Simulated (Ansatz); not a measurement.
# PtSe: the cost of one run

Computed with Ansatz 0.2.0 (DFT PBE, scalar-relativistic, plane waves, PAW, unless a step's input says otherwise).

## Step 1: Starting point

It takes space group P3m1 (No. 156, trigonal). Conventional cell: a = 4.006 Å, b = 4.006 Å, c = 16.000 Å, α = 90.00°, β = 90.00°, γ = 120.00°. Around Pt (site symmetry 3m) lie 3 Se at 2.65 Å. Se (site symmetry 3m) is surrounded by 3 Pt at 2.65 Å.

As a file:

```
CELL_PARAMETERS angstrom
4.00576 0.00000 0.00000
-2.00288 3.46909 0.00000
0.00000 0.00000 16.00000
ATOMIC_POSITIONS crystal
Pt 0.00000 0.00000 0.54073
Se 0.66667 0.33333 0.45927
```

The cell is invented: species swapped into a sheet modelled on a layer of SnSb, with Se on the Sb sites and Pt on the Sn sites. Its size is a rough estimate.

It is a sheet, periodic along a and b, with vacuum along c; volumes and pressures of the box carry no meaning, and space groups named for it are those of the box.

## Step 2: Probe: one point on a coarse mesh

input.yaml reads:

```yaml
crystal:
  lattice:
    - [4.0057554, 0.0, 0.0]
    - [-2.0028777, 3.46908547, 0.0]
    - [0.0, 0.0, 16.0]
  atoms:
    - { symbol: Pt, position: [0.0, 0.0, 0.54072764] }
    - { symbol: Se, position: [0.66666667, 0.33333333, 0.45927236] }
  periodic: [true, true, false]
basis:
  ecutwfc: 420
kpoints:
  mp_grid: { grid: [6, 6, 1] }
hamiltonian:
  xc: pbe
scf:
  occupations: { method: gaussian, width: 0.1 }
  lower_state_search: "off"
output:
  forces: true
  stress: true
  eigenvalues: true
```

Run with:

```
$ ansatz run input.yaml --threads 1 --pin off --max-ram 2048MiB --backend cpu --events-out ev --progress --plain --runs-dir out
```

Q: Estimate wall time and peak memory on 1 thread of AMD EPYC 9R45 (Zen 5), shared host.

About 1.9 s, with a peak of 0.51 GiB.
